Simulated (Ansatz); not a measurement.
# SnH₂Cl₂: basis-set convergence

One table from this session's results is given with a row withheld; the runs are named, their logs left out.

Method: one geometry, several basis sets; program: Ansatz 0.2.0, Gaussian basis.

The runs, in order: PBE0-D4/def2-SVP; ωB97M-V/def2-SVP; PBE0-D4/def2-QZVPP; ωB97M-V/def2-QZVPP; the functionals' def2-TZVPP values are taken from earlier runs.

## The relaxed structure

An earlier PBE0-D4 in a triple-zeta def2 set relaxation fixed the geometry. Sn takes the def2 core potential; no spin-orbit term is included.

SMILES `[Cl][SnH2][Cl]`, 5 atoms, charge 0, spin multiplicity 1.

Atoms are counted from 1 here; the program's logs count them from 0.

Bond lengths: Cl1–Sn2 2.316 Å, Sn2–Cl3 2.316 Å, Sn2–H4 1.695 Å, Sn2–H5 1.695 Å. Angles: Cl1–Sn2–Cl3 106.5°, Cl1–Sn2–H4 107.8°, Cl1–Sn2–H5 107.8°, Cl3–Sn2–H4 107.8°, Cl3–Sn2–H5 107.8°, H4–Sn2–H5 118.6°.

Geometry (Å):

```
atom     x (Å)     y (Å)     z (Å)
 Cl1  -1.79527  -0.32618   1.20649
 Sn2   0.19239  -0.10292   0.03860
 Cl3  -0.25042   1.29551  -1.75387
  H4   0.60216  -1.62626  -0.58206
  H5   1.30104   0.68625   1.04945
```

The first run:

in.yaml

```yaml
crystal:
  periodic: [false, false, false]
  atoms:
    - {symbol: Cl, position_ang: [-1.795273, -0.326183, 1.206485]}
    - {symbol: Sn, position_ang: [0.192391, -0.102919, 0.038596]}
    - {symbol: Cl, position_ang: [-0.250419, 1.295513, -1.753868]}
    - {symbol: H, position_ang: [0.602165, -1.626263, -0.582063]}
    - {symbol: H, position_ang: [1.301036, 0.686252, 1.049448]}
basis:
  gaussian: {orbitals: def2-SVP}
hamiltonian: {xc: pbe0, dispersion: d4}
output: {orbitals: {seedname: orbitals}}
```

Run with:

```console
$ ansatz run in.yaml --threads 2 --pin off --events-out ev --progress --plain --max-ram 32768MiB --backend cpu
```

Steps of the session up to this table: PBE0-D4 in def2-SVP; ωB97M-V in def2-SVP; PBE0-D4 in def2-QZVPP; ωB97M-V in def2-QZVPP.

One of the session's tables, all rows but one given; the rest of the session is left out.

It belongs to the step «Functionals by basis». 

```
functional       basis  HOMO (eV)
   PBE0-D4    def2-SVP      -8.77
   PBE0-D4  def2-TZVPP      -8.94
   PBE0-D4  def2-QZVPP      -8.96
   ωB97M-V    def2-SVP          ?
   ωB97M-V  def2-TZVPP     -11.15
   ωB97M-V  def2-QZVPP     -11.19
```

Q: Estimate the row for ωB97M-V, def2-SVP from the others.

As computed: HOMO (eV): -10.93. In the column «HOMO (eV)» it lies between ωB97M-V, def2-TZVPP (-11.15) and PBE0-D4, def2-QZVPP (-8.96).
